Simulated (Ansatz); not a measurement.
# C2H5AlGe: small, medium and large basis sets

An exercise on one series of results from a longer session: the logs are not shown, and one member is left open.

The runs use Ansatz 0.2.0, Gaussian basis; one geometry, several basis sets.

Levels to be run: PBE0-D4/def2-SVP; ωB97M-V/def2-SVP; PBE0-D4/def2-QZVPP; ωB97M-V/def2-QZVPP; the functionals' def2-TZVPP values are taken from earlier runs.

## Structure used throughout

An earlier PBE0-D4 in a triple-zeta def2 set relaxation fixed the geometry.

9 atoms, charge 0, spin multiplicity 1.

Atoms are counted from 1 here; the program's logs count them from 0.

Bond lengths: Ge1–Al2 2.455 Å, Ge1–H5 1.537 Å, Ge1–H6 1.538 Å, Ge1–H7 1.537 Å, Al2–C3 1.859 Å, Al2–C4 1.859 Å, C3–C4 1.363 Å, C3–H8 1.089 Å, C4–H9 1.089 Å. Angles: Al2–Ge1–H5 111.3°, Al2–Ge1–H6 109.7°, Al2–Ge1–H7 111.4°, H5–Ge1–H6 108.0°, H5–Ge1–H7 108.3°, H6–Ge1–H7 108.0°, Ge1–Al2–C3 158.5°, Ge1–Al2–C4 158.5°, C3–Al2–C4 43.0°, Al2–C3–C4 68.5°, Al2–C3–H8 163.3°, C4–C3–H8 128.2°, Al2–C4–C3 68.5°, Al2–C4–H9 163.3°, C3–C4–H9 128.2°.

The first run:

in.yaml reads:

```yaml
crystal:
  periodic: [false, false, false]
  atoms:
    - {symbol: Ge, position_ang: [-0.392553, 1.586664, -1.375958]}
    - {symbol: Al, position_ang: [0.064839, -0.249500, 0.188170]}
    - {symbol: C, position_ang: [-0.264589, -1.538828, 1.486436]}
    - {symbol: C, position_ang: [1.047966, -1.523310, 1.119583]}
    - {symbol: H, position_ang: [0.551751, 1.536101, -2.587975]}
    - {symbol: H, position_ang: [-0.184299, 2.935641, -0.666169]}
    - {symbol: H, position_ang: [-1.840836, 1.537427, -1.889015]}
    - {symbol: H, position_ang: [-0.751551, -2.180668, 2.218572]}
    - {symbol: H, position_ang: [1.857873, -2.149826, 1.489257]}
basis:
  gaussian: {orbitals: def2-SVP}
hamiltonian: {xc: pbe0, dispersion: d4}
output: {orbitals: {seedname: orbitals}}
```

On the command line:

```sh
> ansatz run in.yaml --threads 2 --pin off --events-out ev --progress --plain --max-ram 4352MiB
```

Steps of the session up to this table: PBE0-D4 in def2-SVP; ωB97M-V in def2-SVP; PBE0-D4 in def2-QZVPP; ωB97M-V in def2-QZVPP.

One of the session's tables, all rows but one given; the rest of the session is left out.

It belongs to the step «Functionals by basis». 

```
functional       basis  HOMO (eV)
   PBE0-D4    def2-SVP      -6.41
   PBE0-D4  def2-TZVPP      -6.41
   PBE0-D4  def2-QZVPP      -6.42
   ωB97M-V    def2-SVP          ?
   ωB97M-V  def2-TZVPP      -8.56
   ωB97M-V  def2-QZVPP      -8.57
```

Q: Estimate the row for ωB97M-V, def2-SVP from the others.

The run gave: HOMO (eV): -8.53. In the column «HOMO (eV)» it lies between ωB97M-V, def2-TZVPP (-8.56) and PBE0-D4, def2-QZVPP (-6.42).
